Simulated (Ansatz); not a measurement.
What does this script print? It uses the Python package of Ansatz (0.2.0).

`ch3nsse_field.py`
```python
# -*- coding: utf-8 -*-
import warnings

import ansatz as az
import numpy as np

GEOMETRY = """
N    -0.80970    0.29290    0.63950
C     0.43790   -0.09140    0.22440
S     1.28310   -1.08500    1.16580
Se    1.24770    0.51540   -1.44790
H    -1.26630    0.01400    1.51670
H    -1.41460    0.98960    0.01340
H     0.58320   -0.70350   -2.15760
"""


def main():
    warnings.simplefilter("ignore", az.DeckWarning)

    geometry = az.Crystal.molecule()
    for line in GEOMETRY.strip().splitlines():
        symbol, *xyz = line.split()
        geometry = geometry.atom(symbol, [float(v) for v in xyz])

    base = (
        geometry.calculation()
        .basis(gaussian="def2-SVPD")
        .functional("hf")
        .forces()
    )
    centre = np.mean([site.position_ang for site in geometry.cartesian_sites], axis=0)
    field = 2 * 14.399645 * 3.0 / 30.0 ** 2


    def dipole(axis, sign):
        arm = 30.0 * np.eye(3)[axis]
        pair = [{"charge": sign * 3.0, "position_ang": (centre - arm).tolist()}, {"charge": -sign * 3.0, "position_ang": (centre + arm).tolist()}]
        deck = base.input().set(az.key.basis.gaussian.point_charges, pair)
        return np.array(az.Session.from_dict(deck).plan().execute().report["charge_distribution"]["dipole_moment_e_ang"])


    print(f"field {field:.4f} V/A")
    alpha = np.array([(dipole(axis, 1) - dipole(axis, -1)) / (2 * field) * 14.399645 for axis in range(3)])
    print("polarisability tensor (A^3)")
    print(np.array2string(alpha, precision=3, suppress_small=True))
    print(f"mean {np.trace(alpha) / 3:.3f} A^3 = {np.trace(alpha) / 3 / 0.14818471:.2f} bohr^3")


if __name__ == "__main__":
    main()
```

```console
$ python ch3nsse_field.py
field 0.0960 V/A
polarisability tensor (A^3)
[[10.452 -1.375  0.095]
 [-1.376  9.702 -2.065]
 [ 0.092 -2.068 12.043]]
mean 10.732 A^3 = 72.42 bohr^3
```

The geometry is a force-field or estimated start, not a minimum of this method, and the basis set is short of its limit. The field of two point charges is only nearly even. Finished in 27 s on 1 thread of Arm Neoverse V1, on a shared host, peak memory 0.37 GiB.
